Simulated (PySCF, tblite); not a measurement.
**C₄H₉NO₂Si₂: geometry, infrared bands and NMR shifts**

Aim: predict the infrared bands and NMR shifts of C₄H₉NO₂Si₂ (`[SiH3]OCc1cnoc1[SiH3]`).

The runs use tblite 0.8.0 and PySCF 2.14.0, with density-fitted response routines of our own; the level of theory stands in each step. All values are computed, except where a source is named. Atoms are numbered from 0 throughout.

### 1 Starting geometry

18 atoms, charge 0, multiplicity 1; geometry from: force field or distance geometry start.

Bonds of the start (Å): Si0–O1 1.68, O1–C2 1.40, C2–C3 1.50, C3–C4 1.40, C4–N5 1.33, N5–O6 1.37, O6–C7 1.38, C7–Si8 1.86, C7–C3 1.39, Si0–H9 1.48, Si0–H10 1.48, Si0–H11 1.48, C2–H12 1.09, C2–H13 1.10, C4–H14 1.09, Si8–H15 1.49, Si8–H16 1.48, Si8–H17 1.48.

### 2 Relaxing the molecule with GFN2-xTB

Job settings and geometry (Å):

```
{"job": {"kind": "relax", "xc": "GFN2-xTB", "basis": "xTB"}, "charge": 0, "multiplicity": 1}
Si     2.894400    -0.743600     0.473600
O      1.328700    -0.143500     0.511800
C      0.805400     0.407900    -0.668100
C     -0.591200     0.912800    -0.452000
C     -1.092600     2.194500    -0.707000
N     -2.387400     2.308400    -0.414600
O     -2.753000     1.078800     0.078100
C     -1.678400     0.219000     0.076100
Si    -1.976300    -1.503300     0.707800
H      3.249600    -1.289600     1.805200
H      3.801600     0.356600     0.092000
H      2.952900    -1.805900    -0.555400
H      1.420500     1.247100    -1.000400
H      0.774700    -0.345800    -1.470400
H     -0.579300     3.064100    -1.118300
H     -3.363100    -1.946700     0.393000
H     -1.028100    -2.436700     0.058400
H     -1.787200    -1.567700     2.178500
```

The run is started by

```sh
OMP_NUM_THREADS=1 python probes_run.py task.json out
```

One launch serves the whole session: the jobs run in the order shown.

**Question.** This job is followed by: GFN2-xTB harmonic vibrations, gas phase; GIAO PBE0/pcSseg-1 NMR shielding, non-relativistic, gas phase. What will the session give for the following? strongest single infrared mode (GFN2-xTB); zero-point energy (GFN2-xTB); 13C shifts against TMS (PBE0/pcSseg-1); 1H shifts against TMS (PBE0/pcSseg-1, means over atoms taken as alike); 29Si shifts against TMS (PBE0/pcSseg-1); 17O shifts against H2O (PBE0/pcSseg-1); 15N shifts against NH3 (PBE0/pcSseg-1).

As calculated:

| quantity | value |
| --- | --- |
| strongest single infrared mode (GFN2-xTB) | 800 cm⁻¹, 472 km/mol |
| zero-point energy (GFN2-xTB) | 73.5 kcal/mol |
| 13C shifts against TMS (PBE0/pcSseg-1) | 171.1, 148.8, 136.5, 64.3 ppm |
| 1H shifts against TMS (PBE0/pcSseg-1, means over atoms taken as alike) | 8.11, 5.14, 5.04, 4.61 ppm |
| 29Si shifts against TMS (PBE0/pcSseg-1) | -34.4, -85.6 ppm |
| 17O shifts against H2O (PBE0/pcSseg-1) | 427.5, 12.7 ppm |
| 15N shifts against NH3 (PBE0/pcSseg-1) | 444.0 ppm |

In words: Over 156 steps the energy fell by 0.335 eV; of the close pairs, Si0–O1 changed most, 1.677 to 1.627 Å. No mode is imaginary among the 48: a minimum at this level. GFN2-xTB is a fitted tight-binding method: band positions and strengths are rough. Its intensities can rank the bands wrongly. At PBE0/pcSseg-1: Shielding is most anisotropic at N5 (span 474 ppm, paramagnetic term -495 ppm). NICS(1)zz of -28 ppm above the planar ring from C3 marks a diatropic (aromatic) ring current.
